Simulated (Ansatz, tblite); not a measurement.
# C48H34: one state, many levels

Aim: run the singlet of C48H34 at one geometry on many levels, and compare frontier levels, spin and run time.

Method: as each input shows; program: Ansatz 0.2.0, Gaussian basis.

The runs, in order: GFN1-xTB, GFN2-xTB, PBE-D4/def2-SVP, r2SCAN-D4/def2-SVP, B3LYP-D4/def2-SVP, BLYP-D4/def2-SVP, PBE0-D4/def2-TZVP, PBE-D4/def2-TZVP, MP2/def2-SVP, RPA/def2-SVP.

### 1 The geometry

The singlet was relaxed beforehand with PBE-D4/def2-SVP.

82 atoms, charge 0, spin multiplicity 1.

Bond lengths: C1–C2 1.404 Å, C1–C48 1.404 Å, C1–H49 1.101 Å, C2–C3 1.401 Å, C2–H50 1.101 Å, C3–C4 1.414 Å, C3–H51 1.101 Å, C4–C5 1.483 Å, C4–C47 1.414 Å, C5–C6 1.414 Å, C5–C46 1.414 Å, C6–C7 1.398 Å, C6–H52 1.101 Å, C7–C8 1.414 Å, C7–H53 1.101 Å, C8–C9 1.481 Å, C8–C45 1.414 Å, C9–C10 1.414 Å and more. Angles: C2–C1–C48 119.4°, C2–C1–H49 120.3°, C48–C1–H49 120.3°, C1–C2–C3 120.3°, C1–C2–H50 120.1°, C3–C2–H50 119.6°, C2–C3–C4 121.0°, C2–C3–H51 119.6°, C4–C3–H51 119.4°, C3–C4–C5 121.0°, C3–C4–C47 118.0°, C5–C4–C47 121.0°, C4–C5–C6 121.3°, C4–C5–C46 121.3°, C6–C5–C46 117.4°, C5–C6–C7 121.3°, C5–C6–H52 119.5°, C7–C6–H52 119.2° and more.

PBE0-D4/def2-SVP was run before; its log isn't repeated, and its numbers join the tables.

### 2 GFN1-xTB

Tight binding, by tblite at 300 K electronic temperature and without a spin-polarisation term:

```python
tblite.interface.Calculator('GFN1-xTB', numbers, positions, charge=0, uhf=0).singlepoint()
```

Energy -3258.2739 eV, HOMO -10.95 eV, LUMO -8.41 eV; 0.36 s.

### 3 GFN2-xTB

Tight binding, by tblite at 300 K electronic temperature and without a spin-polarisation term:

```python
tblite.interface.Calculator('GFN2-xTB', numbers, positions, charge=0, uhf=0).singlepoint()
```

Energy -3267.0974 eV, HOMO -9.91 eV, LUMO -7.35 eV; 0.32 s.

### 4 PBE-D4/def2-SVP

start.molden holds the orbitals of an earlier run on this state, given as this run's starting guess.

File in.yaml:

```yaml
crystal:
  periodic: [false, false, false]
  atoms:
    - {symbol: C, position_ang: [16.620228, -0.117089, 0.072889]}
    - {symbol: C, position_ang: [15.913754, -0.230950, -1.135330]}
    - {symbol: C, position_ang: [14.512693, -0.220656, -1.137964]}
    - {symbol: C, position_ang: [13.782864, -0.097651, 0.067176]}
    - {symbol: C, position_ang: [12.300139, -0.087443, 0.064132]}
    - {symbol: C, position_ang: [11.559938, -0.671903, 1.117082]}
    - {symbol: C, position_ang: [10.162316, -0.664106, 1.113389]}
    - {symbol: C, position_ang: [9.434400, -0.067914, 0.057983]}
    - {symbol: C, position_ang: [7.953444, -0.058025, 0.054415]}
    - {symbol: C, position_ang: [7.210462, -1.130326, 0.599678]}
    - {symbol: C, position_ang: [5.813060, -1.122316, 0.593514]}
    - {symbol: C, position_ang: [5.087290, -0.039578, 0.045661]}
    - {symbol: C, position_ang: [3.606422, -0.030399, 0.039811]}
    - {symbol: C, position_ang: [2.878882, 1.173841, 0.179168]}
    - {symbol: C, position_ang: [1.481508, 1.182412, 0.174165]}
    - {symbol: C, position_ang: [0.740404, -0.012318, 0.024975]}
    - {symbol: C, position_ang: [-0.740398, -0.002597, 0.015417]}
    - {symbol: C, position_ang: [-1.473929, 0.918548, 0.797906]}
    - {symbol: C, position_ang: [-2.871287, 0.927226, 0.788981]}
    - {symbol: C, position_ang: [-3.606312, 0.018120, -0.006008]}
    - {symbol: C, position_ang: [-5.086917, 0.029844, -0.018327]}
    - {symbol: C, position_ang: [-5.814250, -0.294281, -1.186783]}
    - {symbol: C, position_ang: [-7.211481, -0.281501, -1.199078]}
    - {symbol: C, position_ang: [-7.953719, 0.054230, -0.043298]}
    - {symbol: C, position_ang: [-9.434409, 0.067556, -0.056613]}
    - {symbol: C, position_ang: [-10.168315, 0.971505, 0.745962]}
    - {symbol: C, position_ang: [-11.565777, 0.984270, 0.733113]}
    - {symbol: C, position_ang: [-12.300567, 0.094448, -0.083639]}
    - {symbol: C, position_ang: [-13.783137, 0.108707, -0.098023]}
    - {symbol: C, position_ang: [-14.519771, 0.398050, 1.074166]}
    - {symbol: C, position_ang: [-15.920729, 0.411568, 1.060710]}
    - {symbol: C, position_ang: [-16.619808, 0.136271, -0.125752]}
    - {symbol: C, position_ang: [-15.903174, -0.152796, -1.298379]}
    - {symbol: C, position_ang: [-14.502224, -0.166501, -1.284437]}
    - {symbol: C, position_ang: [-11.567351, -0.809355, -0.886326]}
    - {symbol: C, position_ang: [-10.169909, -0.822813, -0.872809]}
    - {symbol: C, position_ang: [-7.226116, 0.377144, 1.125381]}
    - {symbol: C, position_ang: [-5.828839, 0.366158, 1.137438]}
    - {symbol: C, position_ang: [-2.872705, -0.902077, -0.789451]}
    - {symbol: C, position_ang: [-1.475408, -0.913599, -0.777488]}
    - {symbol: C, position_ang: [1.467872, -1.216407, -0.115816]}
    - {symbol: C, position_ang: [2.865224, -1.225475, -0.106353]}
    - {symbol: C, position_ang: [5.830297, 1.033923, -0.497258]}
    - {symbol: C, position_ang: [7.227673, 1.023955, -0.494876]}
    - {symbol: C, position_ang: [10.174938, 0.518335, -0.994221]}
    - {symbol: C, position_ang: [11.572518, 0.507102, -0.991923]}
    - {symbol: C, position_ang: [14.509425, 0.015256, 1.275291]}
    - {symbol: C, position_ang: [15.910476, 0.006239, 1.278282]}
    - {symbol: H, position_ang: [17.720786, -0.124701, 0.075156]}
    - {symbol: H, position_ang: [16.459142, -0.337436, -2.085927]}
    - {symbol: H, position_ang: [13.970417, -0.338414, -2.088583]}
    - {symbol: H, position_ang: [12.092805, -1.159145, 1.947764]}
    - {symbol: H, position_ang: [9.619905, -1.114386, 1.958543]}
    - {symbol: H, position_ang: [7.741083, -1.997862, 1.020304]}
    - {symbol: H, position_ang: [5.268845, -1.967567, 1.041233]}
    - {symbol: H, position_ang: [3.421591, 2.121700, 0.313071]}
    - {symbol: H, position_ang: [0.949501, 2.141020, 0.268753]}
    - {symbol: H, position_ang: [-0.936009, 1.630880, 1.441419]}
    - {symbol: H, position_ang: [-3.407935, 1.669657, 1.398675]}
    - {symbol: H, position_ang: [-5.271170, -0.523640, -2.116003]}
    - {symbol: H, position_ang: [-7.741564, -0.500695, -2.138162]}
    - {symbol: H, position_ang: [-9.630682, 1.705634, 1.365054]}
    - {symbol: H, position_ang: [-12.102265, 1.727220, 1.342740]}
    - {symbol: H, position_ang: [-13.983266, 0.587822, 2.016425]}
    - {symbol: H, position_ang: [-16.472268, 0.630310, 1.988356]}
    - {symbol: H, position_ang: [-17.720297, 0.146994, -0.136510]}
    - {symbol: H, position_ang: [-16.440625, -0.360916, -2.236687]}
    - {symbol: H, position_ang: [-13.951206, -0.366791, -2.216080]}
    - {symbol: H, position_ang: [-12.106112, -1.542197, -1.506101]}
    - {symbol: H, position_ang: [-9.634593, -1.566983, -1.481829]}
    - {symbol: H, position_ang: [-7.768701, 0.605585, 2.055074]}
    - {symbol: H, position_ang: [-5.298187, 0.586545, 2.075967]}
    - {symbol: H, position_ang: [-3.410846, -1.636682, -1.407253]}
    - {symbol: H, position_ang: [-0.938300, -1.633603, -1.413090]}
    - {symbol: H, position_ang: [0.924817, -2.168222, -0.216104]}
    - {symbol: H, position_ang: [3.397300, -2.180095, -0.234806]}
    - {symbol: H, position_ang: [5.299757, 1.886023, -0.948389]}
    - {symbol: H, position_ang: [7.771964, 1.884558, -0.912270]}
    - {symbol: H, position_ang: [9.642363, 0.975866, -1.841725]}
    - {symbol: H, position_ang: [12.115530, 0.987011, -1.820301]}
    - {symbol: H, position_ang: [13.964976, 0.140529, 2.223707]}
    - {symbol: H, position_ang: [16.453508, 0.105341, 2.231026]}
basis:
  gaussian: {orbitals: def2-SVP, fitting: {mean_field: def2-universal-jkfit}, initial_orbitals: start.molden}
hamiltonian: {xc: pbe, dispersion: d4}
scf: {omitted_lower_state_checks: [starts]}
output: {orbitals: {seedname: orbitals}}
```

On the command line:

```console
ansatz run in.yaml --threads 4 --pin off --events-out ev --progress --plain --max-ram 66560MiB --backend cuda --devices 0, --max-vram 37GiB
```

After this run come: r2SCAN-D4/def2-SVP; B3LYP-D4/def2-SVP; BLYP-D4/def2-SVP; PBE0-D4/def2-TZVP; PBE-D4/def2-TZVP; MP2/def2-SVP; RPA/def2-SVP.

**Question.** What will the summary of the whole plan be? Wanted: gap in def2-SVP, named functionals, smallest and largest; correlation energy, MP2/def2-SVP; binding an atom, functionals in def2-SVP; PBE0 total energy, smallest basis above largest.

As calculated:

| quantity | value |
| --- | --- |
| gap in def2-SVP, named functionals, smallest and largest | 2.60 eV (BLYP-D4), 4.08 eV (PBE0-D4) |
| correlation energy, MP2/def2-SVP | -169.65 eV |
| binding an atom, functionals in def2-SVP | 5.45 (B3LYP-D4) to 5.67 eV (PBE-D4) |
| PBE0 total energy, smallest basis above largest | 51.56 eV (def2-SVP, def2-TZVP) |

Over the named functionals in def2-SVP the gap runs from 2.60 eV (BLYP-D4) to 4.08 eV (PBE0-D4); exact exchange widens it.
